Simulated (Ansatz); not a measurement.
**Cd: strong compression**

The task here is to estimate one member of a computed series from the others.

Program: Ansatz 0.2.0. Level of theory: DFT LDA, with the methods named in each step. These are calculated values, not measurements.

1 further run of the same task is left out (set aside as unsound or not needed). Runs told in other sessions of the task aren't counted.

### The structure to begin with

The structure is cubic, space group Im-3m (No. 229). The conventional cell has a = 3.436 Å, b = 3.436 Å, c = 3.436 Å, α = 90.00°, β = 90.00°, γ = 90.00°. Cd (site symmetry m-3m) is surrounded by 8 Cd at 2.98 Å.

As a file:

```cif
data_structure
_symmetry_space_group_name_H-M 'Im-3m'
_symmetry_Int_Tables_number 229
_cell_length_a 3.4357
_cell_length_b 3.4357
_cell_length_c 3.4357
_cell_angle_alpha 90.000
_cell_angle_beta 90.000
_cell_angle_gamma 90.000
_cell_volume 40.55
loop_
_atom_site_label
_atom_site_type_symbol
_atom_site_symmetry_multiplicity
_atom_site_Wyckoff_symbol
_atom_site_fract_x
_atom_site_fract_y
_atom_site_fract_z
_atom_site_occupancy
Cd1 Cd 2 a 0.00000 0.00000 0.00000 1
```

The file gives the conventional cell by its symmetry; the runs use the cell typed in the input.

Whether this phase is the stable one at these pressures isn't tested.

The first run:

input.yaml

```yaml
crystal:
  lattice:
    - [-1.7178341677, 1.7178341677, 1.7178341677]
    - [1.7178341677, -1.7178341677, 1.7178341677]
    - [1.7178341677, 1.7178341677, -1.7178341677]
  atoms:
    - { symbol: Cd, position: [0.0, 0.0, 0.0] }
kpoints:
  mp_grid: { grid: [15, 15, 15] }
scf:
  occupations: { method: fermi_dirac, width: 0.1 }
hamiltonian:
  xc: lda
  pseudopotentials: { kind: paw }
output:
  forces: true
  stress: true
relax:
  f_tol: 0.005
  max_steps: 40
  cell: {}
```

The run is started by

```bash
> ansatz run input.yaml --threads 1 --pin off --max-ram 2048MiB --backend cpu --events-out ev --progress --plain --runs-dir out
```

Steps of the session up to this table: Cell relaxed at zero pressure, PAW; Volume scaled by 1, PAW; Volume scaled by 0.92, PAW; Volume scaled by 0.84, PAW; Volume scaled by 0.76, PAW; Volume scaled by 0.68, PAW; Volume scaled by 0.6, PAW; Volume scaled by 0.52, PAW; Volume scaled by 0.45, PAW; Volume scaled by 0.45, PAW (level accurate).

One of the session's tables, all rows but one given; the rest of the session is left out.

| method | volume over the first | volume (Å³/atom) | pressure (GPa) |
| --- | --- | --- | --- |
| PAW | 1 | 20.319 | -0.03 |
| PAW | 0.92 | 18.693 | 6.69 |
| PAW | 0.84 | 17.068 | 18.18 |
| PAW | 0.76 | 15.442 | 37.91 |
| PAW | 0.68 | 13.817 | 72.84 |
| PAW | 0.6 | 12.191 | 136.62 |
| PAW | 0.52 | ? | ? |
| PAW | 0.45 | 9.143 | 464.86 |
| PAW (level accurate) | 0.45 | 9.143 | 465.69 |

Estimate the missing values for PAW, 0.52.

As computed: volume (Å³/atom): 10.566; pressure (GPa): 259.00. In the column «volume (Å³/atom)» it lies between PAW (level accurate), 0.45 (9.143) and PAW, 0.6 (12.191).

Caveats from the session: At pressures up to 466 GPa the PAW spheres may overlap and frozen cores may not hold, so those PAW values are rough without an all-electron check.
